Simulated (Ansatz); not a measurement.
This script makes an equation of state with a fit of Ge, space group Imma with the Ansatz DFT code, driven from Python.

`eos.py`:
```python
import ansatz as az
import numpy as np
from scipy.optimize import curve_fit

FUNCTIONAL = 'mr2scan'
MIXING_BETA = 0.7
MAX_SCF = 80
CUTOFF_EV = 600
MESH = (11, 11, 11)

VECTORS = np.array([
    [-2.495898, 2.650863, 1.436947],
    [2.495898, -2.650863, 1.436947],
    [2.495898, 2.650863, -1.436947],
])
SITES = [
    ('Ge', [0.185943, 0.935943, 0.25]),
    ('Ge', [0.814057, 0.064057, 0.75]),
]


def crystal_on(cell):
    crystal = az.Crystal(lattice=az.Lattice.of(cell))
    for symbol, position in SITES:
        crystal = crystal.atom(symbol, position)
    return crystal

def vinet(v, e0, v0, b0, b1):
    eta = (v / v0) ** (1 / 3)
    return e0 + 2 * b0 * v0 / (b1 - 1) ** 2 * (2 - (5 + 3 * b1 * (eta - 1) - 3 * eta) * np.exp(-1.5 * (b1 - 1) * (eta - 1)))

volumes, energies = [], []
for scale in np.linspace(0.94, 1.06, 7):
    cell = VECTORS * scale ** (1 / 3)
    model = (
        crystal_on(cell).calculation()
        .functional(FUNCTIONAL)
        .occupations(az.OccupationsMethod.FERMI_DIRAC)
        .mixing('broyden', beta=MIXING_BETA)
        .scf(max_iterations=MAX_SCF)
        .basis(CUTOFF_EV)
        .kpoints(*MESH)
    )
    summary = model.run(threads=1, pin='off').report
    volumes.append(abs(np.linalg.det(cell)) / len(SITES))
    energies.append(summary['free_energy_ev'] / len(SITES))
    print(f'V = {volumes[-1]:8.4f} A^3/atom  F = {energies[-1]:.5f} eV/atom')

guess = (min(energies), volumes[int(np.argmin(energies))], 0.5, 4.5)
(e0, v0, b0, b1), _ = curve_fit(vinet, np.array(volumes), np.array(energies), p0=guess, maxfev=20000)
print(f'Vinet fit: V0 = {v0:.4f} A^3/atom, B0 = {160.21766 * b0:.1f} GPa, B1 = {b1:.2f}')
print('largest residual', round(1000 * float(np.abs(vinet(np.array(volumes), e0, v0, b0, b1) - energies).max()), 3), 'meV/atom')
```

From its runs, with one value withheld:

| V (Å³/atom) | F less the lowest row shown (meV/atom) |
| --- | --- |
| 17.874 | ? |
| 18.254 | 2.49 |
| 18.634 | 0.00 |
| 19.014 | 1.28 |
| 19.395 | 5.92 |
| 19.775 | 13.55 |
| 20.155 | 23.85 |

What is the missing energy at 17.874 Å³ an atom?

A third-order Birch-Murnaghan fit, E = E0 + (9 V0 B0 / 16) [(t - 1)³ B' + (t - 1)² (6 - 4t)] with t = (V0/V)^(2/3), through the 6 rows shown gives V0 = 18.688 Å³, B0 = 76.7 GPa, B' = 4.68 and E0 = -0.04 meV. At V = 17.874 Å³, t = 1.03016, and the fit extrapolates to 9.21 meV. The run gave 9.21 meV, a miss of 0.00 meV.

These settings explore the input space; cutoff and mesh may be short of convergence. Shape and fractional positions are held along the curve, so the bulk modulus is an upper value where they are free to relax. This isn't the structure that Ge takes at ambient conditions. Wall time of the script: 2.1 min on 1 thread of Arm Neoverse V1, with other jobs on the host, peak memory 0.67 GiB.
